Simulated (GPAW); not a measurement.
Crystal: SnSe.

```
CELL_PARAMETERS angstrom
0.00000 3.39084 3.39084
3.39084 0.00000 3.39084
3.39084 3.39084 0.00000
ATOMIC_POSITIONS crystal
Sn 0.00000 0.00000 0.00000
Se 0.75000 0.75000 0.75000
```

The cell was built by a generator and needn't be a form met in nature.

```yaml
Program: GPAW 26.7.0
Task: relaxation of cell and atoms
Functional: PBEsol
Dispersion: D3
Potentials_or_basis: PAW data sets generated in the run's folder for this functional
Cutoff: 600 eV
Basis: pw
k_mesh: 7 × 7 × 7
Occupations: fermi-dirac, width 0.05 eV
Spin: no spin polarisation
```

At the start: pressure -2.1 GPa; volume 38.99 Å³/atom.

Q: Where does the relaxation end?

A: Over 3 steps the energy falls by 15.2 meV/atom and the volume is 36.64 Å³/atom (-6.0 %); space group F-43m (No. 216, to 0.05 Å).

The path:
```csv
step,energy change (eV),largest force (eV/Å),pressure (GPa),volume (Å³)
1,0.0000,0.0000,-2.12,77.97
2,-0.0101,0.0000,-1.76,77.12
3,-0.0303,0.0000,-0.04,73.29
```

Final structure:
```cif
data_structure
_symmetry_space_group_name_H-M 'P 1'
_symmetry_Int_Tables_number 1
_cell_length_a 4.6973
_cell_length_b 4.6973
_cell_length_c 4.6973
_cell_angle_alpha 60.000
_cell_angle_beta 60.000
_cell_angle_gamma 60.000
_cell_volume 73.29
loop_
_atom_site_label
_atom_site_type_symbol
_atom_site_fract_x
_atom_site_fract_y
_atom_site_fract_z
_atom_site_occupancy
Sn1 Sn 0.00000 0.00000 0.00000 1
Se1 Se 0.75000 0.75000 0.75000 1
```

Caveat: later steps reuse the first step's grids; pairwise dispersion overbinds metals, which lowers pressure and volume.
